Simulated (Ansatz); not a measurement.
# BP (zincblende type): the cost of one run

Computed with Ansatz 0.2.0 (DFT PBE, with the methods named in each step, unless a step's input says otherwise).

## (1) The system as given

The structure is cubic, space group F-43m (No. 216). The conventional cell has a = 4.548 Å, b = 4.548 Å, c = 4.548 Å, α = 90.00°, β = 90.00°, γ = 90.00°. B (site symmetry -43m) has 4 P at 1.97 Å as nearest neighbours. Around P (site symmetry -43m) lie 4 B at 1.97 Å.

Coordinates:

```xyz
2
Lattice="0.0000 2.2742 2.2742 2.2742 0.0000 2.2742 2.2742 2.2742 0.0000" Properties=species:S:1:pos:R:3 pbc="T T T"
B     0.0000    0.0000    0.0000
P     1.1371    1.1371    1.1371
```

Whether this phase is the stable one at these pressures isn't tested.

Atoms are numbered in the order of the input: B1, P2.

## (2) The reference volume, LAPW

Input file input.yaml:

```yaml
crystal:
  lattice:
    - [0.0, 2.274195367, 2.274195367]
    - [2.274195367, 0.0, 2.274195367]
    - [2.274195367, 2.274195367, 0.0]
  atoms:
    - { symbol: B, position: [0.0, 0.0, 0.0] }
    - { symbol: P, position: [0.25, 0.25, 0.25] }
kpoints:
  mp_grid: { grid: [15, 15, 15] }
  band_path:
    path:
      - [0.0, 0.0, 0.0]
      - [-0.5, -0.5, 0.0]
      - [-0.375, -0.375, 0.25]
      - [-0.375, 0.0, 0.375]
      - [0.0, 0.0, 0.0]
      - [0.0, 0.0, 0.5]
      - [-0.5, -0.25, 0.25]
      - [-0.5, -0.5, 0.0]
    npoints: 14
scf:
  occupations: { method: fermi_dirac, width: 0.08 }
hamiltonian:
  xc: pbe
  pseudopotentials: { kind: all_electron, lapw: { basis_error: 0.001 } }
output:
  forces: true
  stress: true
  eigenvalues: true
  populations: true
  dos: { projected: true, de: 0.2, e_range: [-14, 8] }
```

Launch:

```console
ansatz run input.yaml --threads 1 --pin off --max-ram 2048MiB --backend cpu --events-out ev --progress --plain --runs-dir out
```

What time and memory should one allow on 1 thread of Intel Xeon Platinum 8375C at 2.90GHz (Ice Lake), shared host?

About 13 s, with a peak of 0.31 GiB.
